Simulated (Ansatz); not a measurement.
# CH4BBrO: rotation by 120° about the B2–C3 bond

Wanted: the energy profile along the rotation by 120° about the B2–C3 bond, from relaxed end points and a band of images. SMILES of the start: OBCBr.

Method: RKS PBE-D4/def2-SVP, in Ansatz 0.2.0.

## (1) The system as given

Bond lengths: O1–B2 1.411 Å, B2–C3 1.578 Å, C3–Br4 1.846 Å, O1–H5 1.033 Å, B2–H6 1.188 Å, C3–H7 1.144 Å, C3–H8 1.160 Å. Angles: O1–B2–C3 118.3°, O1–B2–H6 120.2°, C3–B2–H6 121.3°, B2–O1–H5 106.1°, B2–C3–Br4 112.7°, B2–C3–H7 108.9°, B2–C3–H8 108.5°, Br4–C3–H7 110.9°, Br4–C3–H8 110.5°, H7–C3–H8 104.9°.

Coordinates:

```xyz
8

O    -0.3998    1.4944   -0.7053
B     0.0054    0.6626    0.3596
C     0.4724   -0.8071    0.0263
Br   -0.8771   -1.8370   -0.7000
H    -1.4239    1.3810   -0.7834
H     0.0507    1.0892    1.4674
H     0.8877   -1.2890    0.9777
H     1.3768   -0.7512   -0.6982
```

## (2) Relaxing end A

input.yaml reads:

```yaml
crystal:
  periodic: [false, false, false]
  atoms:
    - { symbol: O, position_ang: [-0.3998, 1.4944, -0.7053] }
    - { symbol: B, position_ang: [0.0054, 0.6626, 0.3596] }
    - { symbol: C, position_ang: [0.4724, -0.8071, 0.0263] }
    - { symbol: Br, position_ang: [-0.8771, -1.837, -0.7] }
    - { symbol: H, position_ang: [-1.4239, 1.381, -0.7834] }
    - { symbol: H, position_ang: [0.0507, 1.0892, 1.4674] }
    - { symbol: H, position_ang: [0.8877, -1.289, 0.9777] }
    - { symbol: H, position_ang: [1.3768, -0.7512, -0.6982] }
basis:
  gaussian: { orbitals: def2-SVP }
hamiltonian:
  xc: pbe
  dispersion: d4
relax:
  f_tol: 0.015
  max_steps: 40
```

Run with:

```
> ansatz run input.yaml --threads 2 --pin off --max-ram 3072MiB --backend cpu --events-out ev --progress --plain --runs-dir out
```

Log, cut to the lines that bear on the results:

```text
Warning: RAYON_NUM_THREADS=2 ignored (pool sized by the plan → 2); use --threads N
[...]
Functional definition: PBE
[...]
1032 factors; their error is unknown
[...]
mean field -73845.41795478 eV, -2713.7690556161 hartree, gradient 6.4e-5 eV, S^2 0.000000; 0 other end points of the search recorded, 0 dependent functions left out
[...]
reference -73845.41798616 eV, -2713.7690567693 hartree; 29, 29 occupied and 65, 65 virtual orbitals, 1032 factors
relax step   1: F+E_penalty+E_count = -73845.56243889 eV  Δ(F+E_penalty+E_count) = +0.000e0 eV  max|allowed force component| = 3.396e0 eV/Å  Δτ_max = 0.0000 Å  (26 SCF iters, accepted)
[...]
relax step   4: F+E_penalty+E_count = -73846.09461397 eV  Δ(F+E_penalty+E_count) = -1.335e-1 eV  max|allowed force component| = 2.136e0 eV/Å  Δτ_max = 0.1922 Å  (33 SCF iters, accepted)
[...]
relax step   7: F+E_penalty+E_count = -73846.56326228 eV  Δ(F+E_penalty+E_count) = -7.881e-2 eV  max|allowed force component| = 3.153e-1 eV/Å  Δτ_max = 0.1994 Å  (28 SCF iters, accepted)
[...]
relax step  10: F+E_penalty+E_count = -73846.61702006 eV  Δ(F+E_penalty+E_count) = -2.561e-3 eV  max|allowed force component| = 1.311e-1 eV/Å  Δτ_max = 0.0500 Å  (27 SCF iters, accepted)
[...]
relax step  13: F+E_penalty+E_count = -73846.61842775 eV  Δ(F+E_penalty+E_count) = -7.048e-4 eV  max|allowed force component| = 2.828e-2 eV/Å  Δτ_max = 0.0154 Å  (28 SCF iters, accepted)
[...]
relax step  14: F+E_penalty+E_count = -73846.61850237 eV  Δ(F+E_penalty+E_count) = -7.462e-5 eV  max|allowed force component| = 1.379e-2 eV/Å  Δτ_max = 0.0049 Å  (22 SCF iters, accepted)
1032 factors; their error is unknown
mean field -73846.47698415 eV, -2713.8079742275 hartree, gradient 6.7e-6 eV, S^2 0.000000; 1 other end points of the search recorded, 0 dependent functions left out
[...]
reference -73846.47701604 eV, -2713.8079753996 hartree; 29, 29 occupied and 65, 65 virtual orbitals, 1032 factors
Total energy: -73846.61853426 eV, -2713.8131760984 hartree
Atom 0 at    -0.324992     1.399690    -0.785420 Å, force    -0.008480     0.004663    -0.003066 eV/Å
Atom 1 at    -0.207074     0.522216     0.247891 Å, force     0.009003     0.001685    -0.004180 eV/Å
Atom 2 at     0.635246    -0.790191     0.002812 Å, force     0.007268    -0.000707     0.013785 eV/Å
Atom 3 at    -0.820358    -2.121813    -0.189856 Å, force    -0.003871    -0.002218    -0.001020 eV/Å
Atom 4 at    -0.908282     2.148896    -0.568750 Å, force     0.003259    -0.000632    -0.000283 eV/Å
Atom 5 at    -0.750822     0.734518     1.320761 Å, force     0.000383    -0.006560    -0.002784 eV/Å
Atom 6 at     1.251445    -1.133687     0.853627 Å, force    -0.002568    -0.000470    -0.001112 eV/Å
Atom 7 at     1.217038    -0.816729    -0.936964 Å, force    -0.004992     0.004240    -0.001338 eV/Å
Dipole moment:     0.080330     0.391971     0.069702 e Å
```

Run time: 21 s. Hardware: 2 threads of Intel Xeon Platinum 8488C (Sapphire Rapids), shared host; peak memory 0.16 GiB.

Relaxation path:

```
step  energy from step 1 (eV)  largest force component (eV/Å)
   1                   0.0000                          3.3959
   2                  -0.2764                          1.5530
   3                  -0.3987                          0.5608
   4                  -0.5322                          2.1363
   5                  -0.6389                          2.7120
   6                  -0.9220                          0.8224
   7                  -1.0008                          0.3153
   8                  -1.0209                          0.4008
   9                  -1.0520                          0.1948
  10                  -1.0546                          0.1311
  11                  -1.0552                          0.1015
  12                  -1.0553                          0.0755
  13                  -1.0560                          0.0283
  14                  -1.0561                          0.0138
```

Step 1 is the start.

After: Bond lengths: O1–B2 1.361 Å, B2–C3 1.579 Å, C3–Br4 1.982 Å, O1–H5 0.974 Å, B2–H6 1.221 Å, C3–H7 1.105 Å, C3–H8 1.106 Å. Angles: O1–B2–C3 117.7°, O1–B2–H6 121.1°, C3–B2–H6 121.2°, B2–O1–H5 112.3°, B2–C3–Br4 100.5°, B2–C3–H7 115.9°, B2–C3–H8 115.6°, Br4–C3–H7 106.0°, Br4–C3–H8 106.7°, H7–C3–H8 110.7°.

## (3) End point B

The second end starts from a geometry with the move made by hand.

input.yaml reads:

```yaml
crystal:
  periodic: [false, false, false]
  atoms:
    - { symbol: O, position_ang: [-0.3998, 1.4944, -0.7053] }
    - { symbol: B, position_ang: [0.0054, 0.6626, 0.3596] }
    - { symbol: C, position_ang: [0.4724, -0.8071, 0.0263] }
    - { symbol: Br, position_ang: [1.86139, -0.85588, -1.1893] }
    - { symbol: H, position_ang: [-1.4239, 1.381, -0.7834] }
    - { symbol: H, position_ang: [0.0507, 1.0892, 1.4674] }
    - { symbol: H, position_ang: [-0.42629, -1.4042, -0.35541] }
    - { symbol: H, position_ang: [0.7786, -1.32995, 1.01566] }
basis:
  gaussian: { orbitals: def2-SVP }
hamiltonian:
  xc: pbe
  dispersion: d4
relax:
  f_tol: 0.015
  max_steps: 40
output:
  orbitals: {}
```

Run with:

```
> ansatz run input.yaml --threads 2 --pin off --max-ram 3072MiB --backend cpu --events-out ev --progress --plain --runs-dir out
```

Log, cut to the lines that bear on the results:

```text
Warning: RAYON_NUM_THREADS=2 ignored (pool sized by the plan → 2); use --threads N
[...]
[... 1 set-up line as earlier in the session ...]
[...]
1032 factors; their error is unknown
[...]
mean field -73845.34768395 eV, -2713.7664732109 hartree, gradient 6.0e-5 eV, S^2 0.000000; 0 other end points of the search recorded, 0 dependent functions left out
[...]
reference -73845.34771553 eV, -2713.7664743712 hartree; 29, 29 occupied and 65, 65 virtual orbitals, 1032 factors
relax step   1: F+E_penalty+E_count = -73845.49193475 eV  Δ(F+E_penalty+E_count) = +0.000e0 eV  max|allowed force component| = 2.821e0 eV/Å  Δτ_max = 0.0000 Å  (26 SCF iters, accepted)
[...]
relax step   5: F+E_penalty+E_count = -73846.36546394 eV  Δ(F+E_penalty+E_count) = -1.163e-1 eV  max|allowed force component| = 1.724e0 eV/Å  Δτ_max = 0.1991 Å  (34 SCF iters, accepted)
[...]
reference -73846.43595092 eV, -2713.8064662842 hartree; 29, 29 occupied and 65, 65 virtual orbitals, 1032 factors
Total energy: -73846.57834041 eV, -2713.8116990013 hartree
Atom 0 at    -0.274193     1.425991    -0.749955 Å, force     0.006908    -0.001892    -0.008624 eV/Å
Atom 1 at    -0.280058     0.492587     0.230487 Å, force    -0.008404     0.010513     0.003182 eV/Å
Atom 2 at     0.541246    -0.841918     0.091934 Å, force     0.007393    -0.006545    -0.006304 eV/Å
Atom 3 at     1.570900    -1.052004    -1.562938 Å, force    -0.001346    -0.000365     0.001575 eV/Å
Atom 4 at    -0.825143     2.199291    -0.533848 Å, force    -0.003312     0.000916     0.005996 eV/Å
Atom 5 at    -0.930105     0.663349     1.256170 Å, force    -0.001513    -0.000156     0.001021 eV/Å
Atom 6 at    -0.139064    -1.716177     0.167168 Å, force    -0.001932    -0.002946     0.000948 eV/Å
Atom 7 at     1.254917    -0.941050     0.936532 Å, force     0.002206     0.000476     0.002206 eV/Å
Dipole moment:    -0.361803     0.291365     0.359684 e Å
```

It took 27 s on 2 threads of Intel Xeon Platinum 8488C (Sapphire Rapids), shared host; peak memory 0.17 GiB.

Relaxation path:

```
step  energy from step 1 (eV)  largest force component (eV/Å)
   1                   0.0000                          2.8214
   2                  -0.2827                          1.2019
   3                  -0.5022                          1.6672
   4                  -0.7573                          1.1697
   5                  -0.8735                          1.7242
   6                  -1.0095                          0.4741
   7                  -1.0393                          0.2262
   8                  -1.0488                          0.2456
   9                  -1.0587                          0.2592
  10                  -1.0815                          0.1660
 11x                  -1.0760                          0.3886
  12                  -1.0856                          0.0293
 13x                  -1.0849                          0.1200
  14                  -1.0862                          0.0373
 15x                  -1.0857                          0.1209
  16                  -1.0864                          0.0105
```

Step 1 is the start. 3 steps were tried and not accepted (marked x).

After: Bond lengths: O1–B2 1.354 Å, B2–C3 1.573 Å, C3–Br4 1.960 Å, O1–H5 0.974 Å, B2–H6 1.226 Å, C3–H7 1.110 Å, C3–H8 1.110 Å. Angles: O1–B2–C3 121.3°, O1–B2–H6 120.8°, C3–B2–H6 117.9°, B2–O1–H5 112.6°, B2–C3–Br4 116.1°, B2–C3–H7 110.0°, B2–C3–H8 110.1°, Br4–C3–H7 107.1°, Br4–C3–H8 107.2°, H7–C3–H8 105.8°.

## (4) Nudged elastic band

crystal.atoms is end A as relaxed above, and neb.final_atoms is end B, turned to lie on A. With 5 inner images the band has 7 in all.

input.yaml reads:

```yaml
crystal:
  periodic: [false, false, false]
  atoms:
    - { symbol: O, position_ang: [-0.324992, 1.39969, -0.78542] }
    - { symbol: B, position_ang: [-0.207074, 0.522216, 0.247891] }
    - { symbol: C, position_ang: [0.635246, -0.790191, 0.002812] }
    - { symbol: Br, position_ang: [-0.820358, -2.121813, -0.189856] }
    - { symbol: H, position_ang: [-0.908282, 2.148896, -0.56875] }
    - { symbol: H, position_ang: [-0.750822, 0.734518, 1.320761] }
    - { symbol: H, position_ang: [1.251445, -1.133687, 0.853627] }
    - { symbol: H, position_ang: [1.217038, -0.816729, -0.936964] }
basis:
  gaussian: { orbitals: def2-SVP }
hamiltonian:
  xc: pbe
  dispersion: d4
neb:
  order_check: false
  images: 5
  f_tol: 0.05
  max_iterations: 60
  initial_path: idpp
  final_atoms:
    - { symbol: O, position_ang: [-1.13983042, 1.03085806, -0.48922357] }
    - { symbol: B, position_ang: [-0.01206687, 0.63341482, 0.14538826] }
    - { symbol: C, position_ang: [0.48018788, -0.85911831, 0.07704413] }
    - { symbol: Br, position_ang: [-0.62299171, -2.08235008, -0.98579342] }
    - { symbol: H, position_ang: [-1.32692969, 1.97798369, -0.36199178] }
    - { symbol: H, position_ang: [0.65726683, 1.43005574, 0.79431201] }
    - { symbol: H, position_ang: [0.54692855, -1.28432476, 1.10054587] }
    - { symbol: H, position_ang: [1.50963643, -0.90361915, -0.33618049] }
```

Run with:

```
> ansatz run input.yaml --threads 2 --pin off --max-ram 3072MiB --backend cpu --events-out ev --progress --plain --runs-dir out
```

Log, cut to the lines that bear on the results:

```text
Warning: RAYON_NUM_THREADS=2 ignored (pool sized by the plan → 2); use --threads N
[...]
[... 1 set-up line as earlier in the session ...]
[...]
1032 factors; their error is unknown
[...]
mean field -73846.47698594 eV, -2713.8079742935 hartree, gradient 5.7e-5 eV, S^2 0.000000; 0 other end points of the search recorded, 0 dependent functions left out
[...]
reference -73846.47701773 eV, -2713.8079754617 hartree; 29, 29 occupied and 65, 65 virtual orbitals, 1032 factors
1032 factors; their error is unknown
[...]
mean field -73846.43592259 eV, -2713.8064652432 hartree, gradient 3.0e-5 eV, S^2 0.000000; 0 other end points of the search recorded, 0 dependent functions left out
[...]
reference -73846.43595475 eV, -2713.8064664251 hartree; 29, 29 occupied and 65, 65 virtual orbitals, 1032 factors
NEB end point (image 0): max|allowed force component| = 1.365e-2 eV/Å (the criterion of neb.relax_end_points is 1.000e-2)
[...]
NEB iter   5: max|band force component| = 2.294e-2 eV/Å  barrier→ = 0.0922 eV  barrier← = 0.0520 eV  CI = image 3  Δτ_max = 0.0000 Å  (274 SCF iters)
Total energy: -73846.52631529 eV, -2713.8097871137 hartree
Atom 0 at    -0.889097     1.098147    -0.738381 Å, force    -0.007680     0.003417    -0.020687 eV/Å
Atom 1 at    -0.188659     0.555012     0.287597 Å, force     0.014480    -0.011525     0.017371 eV/Å
Atom 2 at     0.641864    -0.768080     0.027391 Å, force     0.000985    -0.003254     0.004089 eV/Å
Atom 3 at    -0.489198    -2.159312    -0.792823 Å, force     0.003446     0.001640     0.003742 eV/Å
Atom 4 at    -1.354261     1.914216    -0.483818 Å, force    -0.000243     0.005668     0.009314 eV/Å
Atom 5 at    -0.166682     1.103371     1.382189 Å, force    -0.007020     0.005062    -0.006575 eV/Å
Atom 6 at     1.064339    -1.212992     0.946537 Å, force    -0.003250    -0.003221    -0.003075 eV/Å
Atom 7 at     1.473896    -0.587462    -0.684591 Å, force    -0.000718     0.002213    -0.004179 eV/Å
Dipole moment:     0.058294     0.497133     0.179802 e Å
this run last wrote the band of iteration 5 to <dir>
```

Run time: 39 s. Hardware: 2 threads of Intel Xeon Platinum 8488C (Sapphire Rapids), shared host; peak memory 0.15 GiB.

[end of part 1 of 2]
